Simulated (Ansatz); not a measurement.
# C4H3F3: one species, many methods

An exercise on one series of results from a longer session: the logs are not shown, and one member is left open.

Computed with Ansatz 0.2.0, Gaussian basis. Level: functionals in def2-TZVPP, the program's frozen cores in correlated methods.

Plan: PBE-D4, r2SCAN-D4, PBE0-D4, B3LYP-D4, ωB97X-V, ωB97M-V, B2PLYP; CCSD(T)/def2-TZVPP; MP2/def2-QZVPP; extrapolation to the limit.

## The geometry

All runs share one geometry, relaxed beforehand with PBE0-D4 in a triple-zeta def2 set.

SMILES `F/C=C/C=C(F)F`, 10 atoms, charge 0, spin multiplicity 1.

Atoms are counted from 1 here; the program's logs count them from 0.

Bond lengths: F1–C2 1.334 Å, C2–C3 1.326 Å, C2–H8 1.084 Å, C3–C4 1.443 Å, C3–H9 1.084 Å, C4–C5 1.324 Å, C4–H10 1.083 Å, C5–F6 1.314 Å, C5–F7 1.313 Å. Angles: F1–C2–C3 121.6°, F1–C2–H8 112.6°, C3–C2–H8 125.8°, C2–C3–C4 122.4°, C2–C3–H9 118.6°, C4–C3–H9 119.0°, C3–C4–C5 123.5°, C3–C4–H10 120.2°, C5–C4–H10 116.3°, C4–C5–F6 125.2°, C4–C5–F7 124.6°, F6–C5–F7 110.2°.

Coordinates:

```xyz
10
C4H3F3
F    -0.8224   -2.8624    0.1776
C    -0.2666   -1.7716   -0.3532
C    -0.3076   -0.5994    0.2662
C     0.2873    0.5907   -0.2917
C     0.2598    1.7711    0.3082
F    -0.3014    2.0164    1.4703
F     0.7932    2.8673   -0.1784
H     0.1999   -1.9658   -1.3127
H    -0.8072   -0.5362    1.2267
H     0.7902    0.5505   -1.2495
```

Set-up of the first run:

Contents of in.yaml:

```yaml
crystal:
  periodic: [false, false, false]
  atoms:
    - {symbol: F, position_ang: [-0.822383, -2.862406, 0.177646]}
    - {symbol: C, position_ang: [-0.266638, -1.771590, -0.353174]}
    - {symbol: C, position_ang: [-0.307645, -0.599414, 0.266192]}
    - {symbol: C, position_ang: [0.287316, 0.590674, -0.291733]}
    - {symbol: C, position_ang: [0.259806, 1.771075, 0.308222]}
    - {symbol: F, position_ang: [-0.301426, 2.016435, 1.470308]}
    - {symbol: F, position_ang: [0.793206, 2.867270, -0.178424]}
    - {symbol: H, position_ang: [0.199880, -1.965751, -1.312739]}
    - {symbol: H, position_ang: [-0.807165, -0.536199, 1.226720]}
    - {symbol: H, position_ang: [0.790247, 0.550508, -1.249517]}
basis:
  gaussian: {orbitals: def2-TZVPP}
hamiltonian: {xc: pbe, dispersion: d4}
output: {forces: true, orbitals: {seedname: orbitals}}
```

Launch:

```
> ansatz run in.yaml --threads 4 --pin off --events-out ev --progress --plain --max-ram 10444MiB
```

Steps of the session up to this table: PBE-D4 (GGA); r2SCAN-D4 (meta-GGA); PBE0-D4 (hybrid); B3LYP-D4 (hybrid); ωB97X-V (range-separated); ωB97M-V (range-separated); B2PLYP (double hybrid); CCSD(T) in def2-TZVPP; MP2 in def2-QZVPP.

One of the session's tables, all rows but one given; the rest of the session is left out.

It belongs to the step «Atomisation energies». 

| method | atomisation energy (kcal/mol) |
| --- | --- |
| PBE-D4 | 1093.0 |
| r2SCAN-D4 | 1051.2 |
| PBE0-D4 | 1055.6 |
| B3LYP-D4 | 1040.8 |
| ωB97X-V | 1041.5 |
| ωB97M-V | 1044.4 |
| B2PLYP | 1032.0 |
| HF/def2-TZVPP | 730.9 |
| MP2/def2-TZVPP | ? |
| CCSD/def2-TZVPP | 987.6 |
| CCSD(T)/def2-TZVPP | 1010.0 |
| MP2/CBS | 1075.2 |
| CCSD(T)/CBS | 1037.2 |

Q: Estimate the row for MP2/def2-TZVPP from the others.

**Answer.** atomisation energy (kcal/mol): 1048.0. In the column «atomisation energy (kcal/mol)» it lies between ωB97M-V (1044.4) and r2SCAN-D4 (1051.2).
